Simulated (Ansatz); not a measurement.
# ClGeH₅Si: single points with varied inputs

Aim: run ClGeH₅Si under a spread of inputs, and see what each costs and gives.

Computed with Ansatz 0.2.0, Gaussian basis. Level: the settings change from run to run.

## 1. The relaxed structure

The structure was relaxed beforehand with PBE0-D4 in a triple-zeta def2 set.

SMILES `Cl[SiH2][GeH3]`, 8 atoms, charge 0, spin multiplicity 1.

Atoms are counted from 1 here; the program's logs count them from 0.

Bond lengths: Cl1–Si2 2.062 Å, Si2–Ge3 2.377 Å, Si2–H4 1.484 Å, Si2–H5 1.484 Å, Ge3–H6 1.536 Å, Ge3–H7 1.538 Å, Ge3–H8 1.536 Å. Angles: Cl1–Si2–Ge3 109.1°, Cl1–Si2–H4 107.8°, Cl1–Si2–H5 107.8°, Ge3–Si2–H4 111.5°, Ge3–Si2–H5 111.5°, H4–Si2–H5 109.1°, Si2–Ge3–H6 110.0°, Si2–Ge3–H7 109.9°, Si2–Ge3–H8 110.0°, H6–Ge3–H7 108.9°, H6–Ge3–H8 109.1°, H7–Ge3–H8 108.9°.

## 2. PBEsol/STO-3G

This run has D3(BJ) with three-body dispersion, relativity set to scalar, the search for lower states set to off.

in.yaml

```yaml
crystal:
  periodic: [false, false, false]
  atoms:
    - {symbol: Cl, position_ang: [-2.290325, 1.217200, -0.310567]}
    - {symbol: Si, position_ang: [-0.414064, 0.602619, -0.906888]}
    - {symbol: Ge, position_ang: [0.581487, -0.662164, 0.842713]}
    - {symbol: H, position_ang: [-0.573600, -0.206376, -2.140799]}
    - {symbol: H, position_ang: [0.380664, 1.815659, -1.222162]}
    - {symbol: H, position_ang: [0.711229, 0.201704, 2.106079]}
    - {symbol: H, position_ang: [1.981537, -1.135480, 0.415633]}
    - {symbol: H, position_ang: [-0.284628, -1.890263, 1.160192]}
basis:
  gaussian: {orbitals: STO-3G}
hamiltonian: {xc: {name: PBEsol}, dispersion: d3bjatm, pseudopotentials: {relativity: scalar}}
scf: {lower_state_search: off}
output: {forces: true}
```

Started as:

```sh
$ ansatz run in.yaml --threads 2 --pin off --events-out ev --progress --plain --max-ram 31744MiB --backend cpu
```

Log, shortened:

```text
Functional definition: PBEsol
  name "PBEsol"
  cite "Perdew et al., Phys. Rev. Lett. 100, 136406 (2008) doi:10.1103/PhysRevLett.100.136406"
  cite "Perdew, Burke & Ernzerhof, Phys. Rev. Lett. 77, 3865 (1996) doi:10.1103/PhysRevLett.77.3865"
  parent pbesol
[...]
440 factors; integrals over basis functions are off by at most 3.8e-5 eV
[...]
mean field -76525.16550555 eV, -2812.2479617090 hartree, gradient 1.1e-6 eV, S^2 0.000000; 0 other end points of the search recorded, 0 dependent functions left out
[...]
reference -76525.16552688 eV, -2812.2479624927 hartree; 34, 34 occupied and 7, 7 virtual orbitals, 440 factors
Total energy: -76525.24669453 eV, -2812.2509453488 hartree
Relativity: scalar
Atom 0 at    -2.290325     1.217200    -0.310567 Å, force    -1.043362     0.396331     0.211527 eV/Å
Atom 1 at    -0.414064     0.602619    -0.906888 Å, force     1.998602    -1.115105     0.378326 eV/Å
Atom 2 at     0.581487    -0.662164     0.842713 Å, force     0.451543    -0.489034     0.606772 eV/Å
Atom 3 at    -0.573600    -0.206376    -2.140799 Å, force     0.005221     0.357786     0.465939 eV/Å
Atom 4 at     0.380664     1.815659    -1.222162 Å, force    -0.372406    -0.442667     0.102281 eV/Å
Atom 5 at     0.711229     0.201704     2.106079 Å, force    -0.189409    -1.400457    -1.999829 eV/Å
Atom 6 at     1.981537    -1.135480     0.415633 Å, force    -2.254288     0.746745     0.721485 eV/Å
Atom 7 at    -0.284628    -1.890263     1.160192 Å, force     1.404100     1.946400    -0.486501 eV/Å
Dipole moment:     0.502535    -0.187375    -0.109650 e Å
Checks for a lower state left out: stability, starts, cluster_reference, orbital_swaps, neighbouring_geometries, increment
```

Wall time 1.3 s (2 threads, shared host).

Largest force 2.482 eV/Å, dipole 2.63 D.

## 3. r2SCANh/def2-SVP

Options: charge +1, multiplicity 2, a grid of angular degree 47, D3(BJ) with three-body dispersion.

Edit in.yaml of step 2 so:

```diff
@@ -12,5 +12,5 @@
 basis:
-  gaussian: {orbitals: STO-3G}
-hamiltonian: {xc: {name: PBEsol}, dispersion: d3bjatm, pseudopotentials: {relativity: scalar}}
-scf: {lower_state_search: off}
-output: {forces: true}
+  gaussian: {orbitals: def2-SVP, final_grid: {core_spheres: 20, valence_spheres: 16, degree: 47}}
+total_charge: 1
+magnetization: {spin_polarized: true, initial_magnetization: 1}
+hamiltonian: {xc: {name: r2SCANh}, dispersion: d3bjatm}
```

Same command.

Log, shortened:

```text
Functional definition: r2SCANh
  name "r2SCANh"
  cite "Bursch, Neugebauer, Ehlert & Grimme, J. Chem. Phys. 156, 134105 (2022) doi:10.1063/5.0086040"
  cite "Furness, Kaplan, Ning, Perdew & Sun, J. Phys. Chem. Lett. 11, 8208 (2020) doi:10.1021/acs.jpclett.0c02405"
  cite "Furness, Kaplan, Ning, Perdew & Sun, J. Phys. Chem. Lett. 11, 9248 (2020) doi:10.1021/acs.jpclett.0c03077"
  parent r2scan
[...]
897 factors; integrals over basis functions are off by at most 1.5e-3 eV
[...]
mean field -76975.47360029 eV, -2828.7964789608 hartree, gradient 1.9e-5 eV, S^2 0.754290; 3 other end points of the search recorded, 0 dependent functions left out
reference -76975.47361026 eV, -2828.7964793271 hartree; 34, 33 occupied and 59, 60 virtual orbitals, 897 factors
Total energy: -76975.52877930 eV, -2828.7985067518 hartree
```

It took 8.5 s on 2 threads, shared host.

⟨S²⟩ 0.754.

## 4. BLYP/def2-TZVPD

This run has finite nuclei, D3(BJ) with three-body dispersion, the search for lower states set to off.

Edit in.yaml of step 3 so:

```diff
@@ -12,5 +12,5 @@
 basis:
-  gaussian: {orbitals: def2-SVP, final_grid: {core_spheres: 20, valence_spheres: 16, degree: 47}}
-total_charge: 1
-magnetization: {spin_polarized: true, initial_magnetization: 1}
-hamiltonian: {xc: {name: r2SCANh}, dispersion: d3bjatm}
+  gaussian: {orbitals: def2-TZVPD, nuclear_model: gaussian}
+hamiltonian: {xc: {name: BLYP}, dispersion: d3bjatm}
+scf: {lower_state_search: off}
+output: {forces: true}
```

The command is unchanged.

Log, shortened:

```text
Functional definition: BLYP
  name "BLYP"
  cite "Becke, Phys. Rev. A 38, 3098 (1988) doi:10.1103/PhysRevA.38.3098"
  cite "Lee, Yang & Parr, Phys. Rev. B 37, 785 (1988) doi:10.1103/PhysRevB.37.785"
[...]
1183 factors; their error is unknown
[...]
mean field -77002.58893423 eV, -2829.7929491034 hartree, gradient 2.8e-6 eV, S^2 0.000000; 0 other end points of the search recorded, 0 dependent functions left out
[...]
reference -77002.58933324 eV, -2829.7929637671 hartree; 34, 34 occupied and 154, 154 virtual orbitals, 1183 factors
Total energy: -77002.99926275 eV, -2829.8080283986 hartree
Atom 0 at    -2.290325     1.217200    -0.310567 Å, force    -0.491970     0.165991     0.146068 eV/Å
Atom 1 at    -0.414064     0.602619    -0.906888 Å, force     0.331598    -0.054793    -0.224017 eV/Å
Atom 2 at     0.581487    -0.662164     0.842713 Å, force     0.008541    -0.001539    -0.005335 eV/Å
Atom 3 at    -0.573600    -0.206376    -2.140799 Å, force     0.002426    -0.036760    -0.063551 eV/Å
Atom 4 at     0.380664     1.815659    -1.222162 Å, force     0.045170     0.053358    -0.022690 eV/Å
Atom 5 at     0.711229     0.201704     2.106079 Å, force     0.021195     0.090436     0.157272 eV/Å
Atom 6 at     1.981537    -1.135480     0.415633 Å, force     0.175857    -0.067126    -0.036354 eV/Å
Atom 7 at    -0.284628    -1.890263     1.160192 Å, force    -0.092816    -0.149567     0.048607 eV/Å
Dipole moment:     0.234784    -0.089420    -0.047103 e Å
Checks for a lower state left out: stability, starts, cluster_reference, orbital_swaps, neighbouring_geometries, increment
```

Wall time 1.7 s (2 threads, shared host).

Largest force 0.539 eV/Å, dipole 1.23 D.

## 5. r2SCAN0/cc-pVDZ

This run has atoms shaken by 0.03 Å, density fitting with def2-universal-jkfit, finite nuclei.

in.yaml

```yaml
crystal:
  periodic: [false, false, false]
  atoms:
    - {symbol: Cl, position_ang: [-2.293410, 1.220104, -0.313559]}
    - {symbol: Si, position_ang: [-0.348156, 0.580213, -0.886515]}
    - {symbol: Ge, position_ang: [0.556290, -0.626825, 0.822544]}
    - {symbol: H, position_ang: [-0.589134, -0.239928, -2.106954]}
    - {symbol: H, position_ang: [0.366176, 1.779151, -1.257183]}
    - {symbol: H, position_ang: [0.651289, 0.189879, 2.108802]}
    - {symbol: H, position_ang: [1.930861, -1.146285, 0.450699]}
    - {symbol: H, position_ang: [-0.235298, -1.937482, 1.204109]}
basis:
  gaussian: {orbitals: cc-pVDZ, fitting: {mean_field: def2-universal-jkfit}, nuclear_model: gaussian}
hamiltonian: {xc: {name: r2SCAN0}}
```

Same command.

Log, shortened:

```text
Functional definition: r2SCAN0
  name "r2SCAN0"
  cite "Bursch, Neugebauer, Ehlert & Grimme, J. Chem. Phys. 156, 134105 (2022) doi:10.1063/5.0086040"
  cite "Furness, Kaplan, Ning, Perdew & Sun, J. Phys. Chem. Lett. 11, 8208 (2020) doi:10.1021/acs.jpclett.0c02405"
  cite "Furness, Kaplan, Ning, Perdew & Sun, J. Phys. Chem. Lett. 11, 9248 (2020) doi:10.1021/acs.jpclett.0c03077"
  parent r2scan
[...]
612 factors; integrals over basis functions are off by at most 3.8e-1 eV
[...]
mean field -76997.37553399 eV, -2829.6013601785 hartree, gradient 6.4e-5 eV, S^2 0.000000; 0 other end points of the search recorded, 0 dependent functions left out
reference -76997.37554210 eV, -2829.6013604766 hartree; 34, 34 occupied and 54, 54 virtual orbitals, 612 factors
Total energy: -76997.37554210 eV, -2829.6013604766 hartree
```

Wall time 1.9 s (2 threads, shared host).

## 6. PBE-QIDH/def2-TZVPD

Set apart from the defaults: multiplicity 3, atoms shaken by 0.15 Å, density fitting with cc-pVTZ-jkfit, a grid of angular degree 23, finite nuclei, a point charge of -1.00 e beside it.

in.yaml

```yaml
crystal:
  periodic: [false, false, false]
  atoms:
    - {symbol: Cl, position_ang: [-2.477012, 1.237115, -0.344689]}
    - {symbol: Si, position_ang: [-0.383430, 0.607727, -0.880815]}
    - {symbol: Ge, position_ang: [0.567081, -0.608579, 0.660155]}
    - {symbol: H, position_ang: [-0.811567, -0.118944, -1.936706]}
    - {symbol: H, position_ang: [0.415450, 1.874214, -1.218580]}
    - {symbol: H, position_ang: [0.813082, 0.234837, 2.061480]}
    - {symbol: H, position_ang: [2.085547, -1.480745, 0.366090]}
    - {symbol: H, position_ang: [-0.155688, -1.593704, 1.216767]}
basis:
  gaussian: {orbitals: def2-TZVPD, fitting: {mean_field: cc-pVTZ-jkfit}, final_grid: {core_spheres: 8, valence_spheres: 7, degree: 23}, nuclear_model: gaussian, point_charges: [{charge: -1.00, position_ang: [5.140, -0.736, -0.264]}]}
magnetization: {spin_polarized: true, initial_magnetization: 2}
hamiltonian: {xc: {name: PBE-QIDH}}
output: {forces: true}
```

Same command.

Log, shortened:

```text
Functional definition: PBE-QIDH
  name "PBE-QIDH"
  cite "Brémond, Sancho-García, Pérez-Jiménez & Adamo, J. Chem. Phys. 141, 031101 (2014) doi:10.1063/1.4890314"
  cite "Perdew, Burke & Ernzerhof, Phys. Rev. Lett. 77, 3865 (1996) doi:10.1103/PhysRevLett.77.3865"
[...]
599 factors; integrals over basis functions are off by at most 4.5e-1 eV
[...]
mean field -76960.97092553 eV, -2828.2635154934 hartree, gradient 6.5e-6 eV, S^2 2.007748; 2 other end points of the search recorded, 0 dependent functions left out
19 core orbitals not correlated: weight in the atoms' cores, before any rotation towards them, 1.000 or more for the frozen orbitals, at most 0.000 for the correlated occupied ones
reference -76960.97094474 eV, -2828.2635161994 hartree; 16, 14 occupied and 153, 155 virtual orbitals, 599 factors
second order -17.32371646 eV of doubles, -0.00000000 eV of singles
[...]
Total energy: -76966.74551689 eV, -2828.4757278120 hartree
Atom 0 at    -2.477012     1.237115    -0.344689 Å, force     0.392832     0.152110    -0.129355 eV/Å
Atom 1 at    -0.383430     0.607727    -0.880815 Å, force    -0.544126     3.639344     1.022400 eV/Å
Atom 2 at     0.567081    -0.608579     0.660155 Å, force     0.790728     5.695470     1.221814 eV/Å
Atom 3 at    -0.811567    -0.118944    -1.936706 Å, force    -0.503371    -1.714524    -2.512925 eV/Å
Atom 4 at     0.415450     1.874214    -1.218580 Å, force    -0.554188    -0.911749     0.249858 eV/Å
Atom 5 at     0.813082     0.234837     2.061480 Å, force     0.435409    -0.715501    -1.556818 eV/Å
Atom 6 at     2.085547    -1.480745     0.366090 Å, force     2.634411    -1.623767     0.011894 eV/Å
Atom 7 at    -0.155688    -1.593704     1.216767 Å, force    -2.334475    -4.454275     1.624875 eV/Å
Dipole moment:     1.388522    -0.757686     0.122275 e Å
```

Wall time 18 s (2 threads, shared host); peak memory 0.88 GiB.

Largest force 5.878 eV/Å, dipole 7.62 D, ⟨S²⟩ 2.008.

## 7. r2SCAN/cc-pVTZ-DK

in.yaml

```yaml
crystal:
  periodic: [false, false, false]
  atoms:
    - {symbol: Cl, position_ang: [-2.290325, 1.217200, -0.310567]}
    - {symbol: Si, position_ang: [-0.414064, 0.602619, -0.906888]}
    - {symbol: Ge, position_ang: [0.581487, -0.662164, 0.842713]}
    - {symbol: H, position_ang: [-0.573600, -0.206376, -2.140799]}
    - {symbol: H, position_ang: [0.380664, 1.815659, -1.222162]}
    - {symbol: H, position_ang: [0.711229, 0.201704, 2.106079]}
    - {symbol: H, position_ang: [1.981537, -1.135480, 0.415633]}
    - {symbol: H, position_ang: [-0.284628, -1.890263, 1.160192]}
basis:
  gaussian: {orbitals: cc-pVTZ-DK}
hamiltonian: {xc: {name: r2SCAN}}
```

Launched as before.

Log:

```text
Functional definition: r2SCAN
  name "r2SCAN"
  cite "Furness, Kaplan, Ning, Perdew & Sun, J. Phys. Chem. Lett. 11, 8208 (2020) doi:10.1021/acs.jpclett.0c02405"
  cite "Furness, Kaplan, Ning, Perdew & Sun, J. Phys. Chem. Lett. 11, 9248 (2020) doi:10.1021/acs.jpclett.0c03077"
  parent r2scan
  parameter k0 = 0.174
  parameter k1 = 0.065
  parameter a1 = 4.9479
  exchange = r2scan_x(k0 = k0, k1 = k1, a1 = a1)
  correlation = r2scan_c
1220 factors; their error is unknown
mean field evaluation 1: about -77647.8429 eV, gradient 1.9e1 eV
mean field evaluation 2: about -77648.3837 eV, gradient 1.3e1 eV
mean field evaluation 4: about -77648.6354 eV, gradient 7.8e-1 eV
mean field evaluation 8: about -77648.5986 eV, gradient 1.7e-1 eV
mean field evaluation 16: about -77648.5986 eV, gradient 5.8e-5 eV
mean field -77648.59860402 eV, -2853.5333665874 hartree, gradient 5.8e-5 eV, S^2 0.000000; 0 other end points of the search recorded, 0 dependent functions left out
reference -77648.59861699 eV, -2853.5333670639 hartree; 34, 34 occupied and 147, 147 virtual orbitals, 1220 factors
Total energy: -77648.59861699 eV, -2853.5333670639 hartree
Relativity: scalar
```

Run time: 3.6 s. Hardware: 2 threads, shared host.

## 8. wB97M-V/def2-TZVP

Edit in.yaml of step 7 so:

```diff
@@ -12,3 +12,3 @@
 basis:
-  gaussian: {orbitals: cc-pVTZ-DK}
-hamiltonian: {xc: {name: r2SCAN}}
+  gaussian: {orbitals: def2-TZVP}
+hamiltonian: {xc: {name: wB97M-V}}
```

The command is unchanged.

Log, shortened:

```text
Functional definition: wB97M-V
  name "wB97M-V"
  cite "Mardirossian & Head-Gordon, J. Chem. Phys. 144, 214110 (2016) doi:10.1063/1.4952647"
  cite "Becke, J. Chem. Phys. 107, 8554 (1997) doi:10.1063/1.475007"
  cite "Vydrov & Van Voorhis, J. Chem. Phys. 133, 244103 (2010) doi:10.1063/1.3521275"
  # Of w^i u^j: cxij and so on, Table III.
[...]
  gx(w, u) = 1 - cx + cx01*u + cx10*w
  gss(w, u) = css00 + css04*u^4 + css10*w + css20*w^2 + css43*w^4*u^3
  gos(w, u) = cos00 + cos10*w + (cos20 + cos21*u)*w^2 + (cos60 + cos61*u)*w^6
[...]
      + integral(e_c_pw_mod_opposite_spin*gos(b97_w_opposite, b97_u_opposite)) + vv10(b, c)
1121 factors; their error is unknown
258 factors; integrals over basis functions are off by at most 2.8e-5 eV
[...]
mean field -76997.01416625 eV, -2829.5880801590 hartree, gradient 2.6e-5 eV, S^2 0.000000; 0 other end points of the search recorded, 0 dependent functions left out
reference -76997.01421612 eV, -2829.5880819917 hartree; 34, 34 occupied and 118, 118 virtual orbitals, 1121 factors
Total energy: -76997.01421612 eV, -2829.5880819917 hartree
```

It took 7.5 s on 2 threads, shared host; peak memory 0.53 GiB.

## 9. HSE06/cc-pVTZ-DK

Edit in.yaml of step 8 so:

```diff
@@ -12,3 +12,4 @@
 basis:
-  gaussian: {orbitals: def2-TZVP}
-hamiltonian: {xc: {name: wB97M-V}}
+  gaussian: {orbitals: cc-pVTZ-DK}
+hamiltonian: {xc: {name: HSE06}}
+output: {forces: true}
```

Launched as before.

Log, shortened:

```text
Functional definition: HSE06
  name "HSE06"
  cite "Heyd, Scuseria & Ernzerhof, J. Chem. Phys. 118, 8207 (2003) doi:10.1063/1.1564060"
  cite "Krukau, Vydrov, Izmaylov & Scuseria, J. Chem. Phys. 125, 224106 (2006) doi:10.1063/1.2404663"
  cite "Heyd & Scuseria, J. Chem. Phys. 120, 7274 (2004) doi:10.1063/1.1668634"
  cite "Ernzerhof & Perdew, J. Chem. Phys. 109, 3313 (1998) doi:10.1063/1.476928"
  cite "Perdew, Burke & Ernzerhof, Phys. Rev. Lett. 77, 3865 (1996) doi:10.1103/PhysRevLett.77.3865"
  parent pbe
[...]
  # The whole range is PBE's own exchange, as in plane waves. The composition of these papers is wPBEh.
[...]
1309 factors; their error is unknown
104 factors; integrals over basis functions are off by at most 6.0e-7 eV
[...]
mean field -77635.61429546 eV, -2853.0562020488 hartree, gradient 2.5e-5 eV, S^2 0.000000; 0 other end points of the search recorded, 0 dependent functions left out
[...]
reference -77635.61433910 eV, -2853.0562036524 hartree; 34, 34 occupied and 147, 147 virtual orbitals, 1309 factors
Total energy: -77635.61433910 eV, -2853.0562036524 hartree
Relativity: scalar
Atom 0 at    -2.290325     1.217200    -0.310567 Å, force    -0.170513     0.060310     0.044743 eV/Å
Atom 1 at    -0.414064     0.602619    -0.906888 Å, force     0.159659    -0.084638     0.020290 eV/Å
Atom 2 at     0.581487    -0.662164     0.842713 Å, force     0.037505    -0.049826     0.070817 eV/Å
Atom 3 at    -0.573600    -0.206376    -2.140799 Å, force    -0.008388    -0.025638    -0.037920 eV/Å
Atom 4 at     0.380664     1.815659    -1.222162 Å, force     0.022688     0.039762    -0.008301 eV/Å
Atom 5 at     0.711229     0.201704     2.106079 Å, force    -0.007087    -0.078239    -0.105597 eV/Å
Atom 6 at     1.981537    -1.135480     0.415633 Å, force    -0.113009     0.035856     0.040016 eV/Å
Atom 7 at    -0.284628    -1.890263     1.160192 Å, force     0.079145     0.102413    -0.024048 eV/Å
Dipole moment:     0.250944    -0.097682    -0.045692 e Å
```

Run time: 6.5 s. Hardware: 2 threads, shared host; peak memory 0.55 GiB.

Largest force 0.186 eV/Å, dipole 1.31 D.

## 10. revPBE0/cc-pVDZ

Set apart from the defaults: unrestricted orbitals.

Edit in.yaml of step 9 so:

```diff
@@ -12,4 +12,5 @@
 basis:
-  gaussian: {orbitals: cc-pVTZ-DK}
-hamiltonian: {xc: {name: HSE06}}
+  gaussian: {orbitals: cc-pVDZ}
+magnetization: {spin_polarized: true, initial_magnetization: 0}
+hamiltonian: {xc: {name: revPBE0}}
 output: {forces: true}
```

The command is unchanged.

Log, shortened:

```text
Functional definition: revPBE0
  name "revPBE0"
  cite "Zhang & Yang, Phys. Rev. Lett. 80, 890 (1998) doi:10.1103/PhysRevLett.80.890"
  cite "Adamo & Barone, J. Chem. Phys. 110, 6158 (1999) doi:10.1063/1.478522"
  cite "Perdew, Burke & Ernzerhof, Phys. Rev. Lett. 77, 3865 (1996) doi:10.1103/PhysRevLett.77.3865"
[...]
918 factors; integrals over basis functions are off by at most 1.1e-3 eV
[...]
mean field -76993.00348794 eV, -2829.4406904495 hartree, gradient 7.8e-5 eV, S^2 0.000000; 0 other end points of the search recorded, 0 dependent functions left out
[...]
reference -76993.00352361 eV, -2829.4406917606 hartree; 34, 34 occupied and 54, 54 virtual orbitals, 918 factors
Total energy: -76993.00352361 eV, -2829.4406917606 hartree
Atom 0 at    -2.290325     1.217200    -0.310567 Å, force    -0.647912     0.219115     0.191206 eV/Å
Atom 1 at    -0.414064     0.602619    -0.906888 Å, force     0.458731    -0.188885    -0.060964 eV/Å
Atom 2 at     0.581487    -0.662164     0.842713 Å, force     0.038463    -0.045724     0.060681 eV/Å
Atom 3 at    -0.573600    -0.206376    -2.140799 Å, force    -0.030122    -0.136045    -0.208590 eV/Å
Atom 4 at     0.380664     1.815659    -1.222162 Å, force     0.131867     0.206719    -0.052972 eV/Å
Atom 5 at     0.711229     0.201704     2.106079 Å, force     0.010193     0.055829     0.080014 eV/Å
Atom 6 at     1.981537    -1.135480     0.415633 Å, force     0.092817    -0.031342    -0.027965 eV/Å
Atom 7 at    -0.284628    -1.890263     1.160192 Å, force    -0.054036    -0.079668     0.018590 eV/Å
Dipole moment:     0.275693    -0.107308    -0.050198 e Å
```

It took 3.1 s on 2 threads, shared host.

Largest force 0.710 eV/Å, dipole 1.44 D, ⟨S²⟩ 0.000.

## 11. The runs in one table

```
              level  charge  multiplicity              geometry  functions  energy (eV)   time
      PBEsol/STO-3G       0             1               relaxed         41   -76525.247  1.3 s
   r2SCANh/def2-SVP       1             2               relaxed         93   -76975.529  8.5 s
    BLYP/def2-TZVPD       0             1               relaxed        188   -77002.999  1.7 s
    r2SCAN0/cc-pVDZ       0             1                shaken         88   -76997.376  1.9 s
PBE-QIDH/def2-TZVPD       0             3  shaken, point charge        188   -76966.746   18 s
  r2SCAN/cc-pVTZ-DK       0             1               relaxed        181   -77648.599  3.6 s
  wB97M-V/def2-TZVP       0             1               relaxed        152   -76997.014  7.5 s
   HSE06/cc-pVTZ-DK       0             1               relaxed        181   -77635.614  6.5 s
    revPBE0/cc-pVDZ       0             1               relaxed         88   -76993.004  3.1 s
```

## 12. Results

| quantity | value |
| --- | --- |
| runs | 9 |
| quickest | PBEsol/STO-3G, 1.3 s |
| slowest | PBE-QIDH/def2-TZVPD, 18 s |
| spread of total energies, same state and geometry | 1123.4 eV |
| dipole, same state and geometry | 1.23 to 2.63 D |

In words: Run time spans a factor of 14, from PBEsol/STO-3G to PBE-QIDH/def2-TZVPD. The jobs differ in tasks and options as well as level. The totals spread over 1123 eV; they can't be compared across methods or bases. Some of these runs are scalar-relativistic and others not, which shifts the totals of all-electron atoms past neon by eV; core potentials, where a basis has them, take the core out of the total altogether. At the PBE0-D4/def2-TZVP geometry and in the same state, runs without warnings or point charges leave forces up to 2.48 eV/Å (PBEsol/STO-3G). At that geometry and state the dipole changes by 114 % between the lowest and highest value.
